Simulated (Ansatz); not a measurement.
**AlIF2: one species, many methods**

An exercise on one series of results from a longer session: the logs are not shown, and one member is left open.

The runs use Ansatz 0.2.0, Gaussian basis; functionals in def2-TZVPP, the program's frozen cores in correlated methods.

Levels to be run: LDA (SPW92), PBE-D4, revPBE-D4, BLYP-D4, r2SCAN-D4, B97M-V, PBE0-D4, B3LYP-D4, r2SCANh-D4, r2SCAN0-D4, HSE06-D4, BHLYP-D4, CAM-B3LYP-D4, LC-ωPBE, ωB97X-V, ωB97M-V, B2PLYP, PBE-QIDH; CCSD(T)/def2-SVP; CCSD(T)/def2-TZVPP; CCSD(T)/def2-QZVPP; extrapolation to the limit; RPA on PBE.

## The relaxed structure

An earlier PBE0-D4 in a triple-zeta def2 set relaxation fixed the geometry. I takes the def2 core potential; no spin-orbit term is included.

SMILES `[F][Al]([F])[I]`, 4 atoms, charge 0, spin multiplicity 1.

Atoms are counted from 1 here; the program's logs count them from 0.

Bond lengths: F1–Al2 1.633 Å, Al2–F3 1.633 Å, Al2–I4 2.429 Å. Angles: F1–Al2–F3 118.5°, F1–Al2–I4 120.8°, F3–Al2–I4 120.8°.

As a file:

```mol
AlF2I
  3D, bonds by distance, orders not assigned

  4  3  0  0  0  0  0  0  0  0999 V2000
    1.1293    0.6227    1.1652 F   0  0
    0.1435   -0.1142    0.0915 Al  0  0
    0.2996   -1.7246   -0.1317 F   0  0
   -1.5169    1.1559   -1.1453 I   0  0
  1  2  8  0
  2  3  8  0
  2  4  8  0
M  END
```

The first run:

Contents of in.yaml:

```yaml
crystal:
  periodic: [false, false, false]
  atoms:
    - {symbol: F, position_ang: [1.129270, 0.622705, 1.165166]}
    - {symbol: Al, position_ang: [0.143479, -0.114226, 0.091492]}
    - {symbol: F, position_ang: [0.299634, -1.724640, -0.131697]}
    - {symbol: I, position_ang: [-1.516882, 1.155862, -1.145262]}
basis:
  gaussian: {orbitals: def2-TZVPP}
hamiltonian: {xc: lda}
output: {orbitals: {seedname: orbitals}}
```

Command:

```sh
$ ansatz run in.yaml --threads 2 --pin off --events-out ev --progress --plain --max-ram 31744MiB --backend cpu
```

Steps of the session up to this table: LDA; PBE-D4 (GGA); revPBE-D4 (GGA); BLYP-D4 (GGA); r2SCAN-D4 (meta-GGA); B97M-V (meta-GGA); B3LYP-D4 (hybrid); r2SCANh-D4 (hybrid); r2SCAN0-D4 (hybrid); HSE06-D4 (hybrid); BHLYP-D4 (hybrid); CAM-B3LYP-D4 (range-separated); LC-ωPBE (range-separated); ωB97X-V (range-separated); ωB97M-V (range-separated); B2PLYP (double hybrid); PBE-QIDH (double hybrid).

One table of the session follows, with a row left open; its other results are not shown here.

It belongs to the step «Frontier levels by functional». 

```
  functional  HOMO (eV)  LUMO (eV)  gap (eV)
 LDA (SPW92)      -7.40      -2.73      4.67
      PBE-D4      -7.22      -2.42      4.80
   revPBE-D4      -7.15      -2.26      4.89
     BLYP-D4      -7.02      -2.36      4.65
   r2SCAN-D4          ?          ?         ?
      B97M-V      -7.49      -2.13      5.36
     PBE0-D4      -8.39      -1.58      6.82
    B3LYP-D4      -8.12      -1.87      6.24
  r2SCANh-D4      -7.95      -1.71      6.24
  r2SCAN0-D4      -8.59      -1.32      7.27
    HSE06-D4      -8.00      -1.95      6.05
    BHLYP-D4      -9.36      -0.81      8.55
CAM-B3LYP-D4      -9.63      -0.69      8.94
     LC-ωPBE     -10.99       0.60     11.59
     ωB97X-V     -10.64       0.43     11.07
     ωB97M-V     -10.52       0.12     10.63
```

Q: Estimate the row for r2SCAN-D4 from the others.

Worked estimate for «HOMO (eV)». Against the share of exact exchange, r2SCANh-D4 (0.1, -7.95), r2SCAN0-D4 (0.25, -8.59) give a slope of -4.27 per unit share; at 0 the line stands at -7.52.

As computed: HOMO (eV): -7.52; LUMO (eV): -1.97; gap (eV): 5.54. In «HOMO (eV)» the line misses by 0.00.
